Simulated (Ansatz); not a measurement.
BiTe:

```
CELL_PARAMETERS angstrom
0.00000 3.23500 3.23500
3.23500 0.00000 3.23500
3.23500 3.23500 0.00000
ATOMIC_POSITIONS crystal
Bi 0.00000 0.00000 0.00000
Te 0.50000 0.50000 0.50000
```

| Quantity | Value |
| --- | --- |
| Program | Ansatz 0.2.0 |
| Task | relaxation of cell and atoms |
| Functional | RPBE |
| Potentials or basis | Ansatz PAW |
| Cutoff | 420 eV (not typed: the program's choice for these potentials) |
| k mesh | 7 × 7 × 7 |
| Occupations | fermi-dirac, width 0.05 eV |
| Spin | no spin polarisation |

At the start: volume 33.86 Å³/atom.

Question: How do energy, volume and symmetry change on relaxing?

Answer: It ends after 5 steps and the volume is 35.51 Å³/atom (+4.9 %); space group Fm-3m (No. 225, to 0.05 Å).

Step by step:
```tsv
step	energy change (eV)	largest force (eV/Å)	volume (Å³)
1	0.0000	0.0000	67.71
2	-0.0182	0.0000	72.34
3	-0.0215	0.0000	71.12
4	-0.0215	0.0000	71.02
5	-0.0220	0.0000	71.02
```

Final structure:
```cif
data_structure
_symmetry_space_group_name_H-M 'P 1'
_symmetry_Int_Tables_number 1
_cell_length_a 4.6483
_cell_length_b 4.6483
_cell_length_c 4.6483
_cell_angle_alpha 60.000
_cell_angle_beta 60.000
_cell_angle_gamma 60.000
_cell_volume 71.02
loop_
_atom_site_label
_atom_site_type_symbol
_atom_site_fract_x
_atom_site_fract_y
_atom_site_fract_z
_atom_site_occupancy
Bi1 Bi 0.00000 0.00000 0.00000 1
Te1 Te 0.50000 0.50000 0.50000 1
```

Caveat: the plane-wave basis is chosen anew once the cell has moved, so the energies of steps on either side of that aren't comparable; the PAW data sets come from PBE, with cores solved anew for the run's functional, which leaves a small shift of forces and pressure.
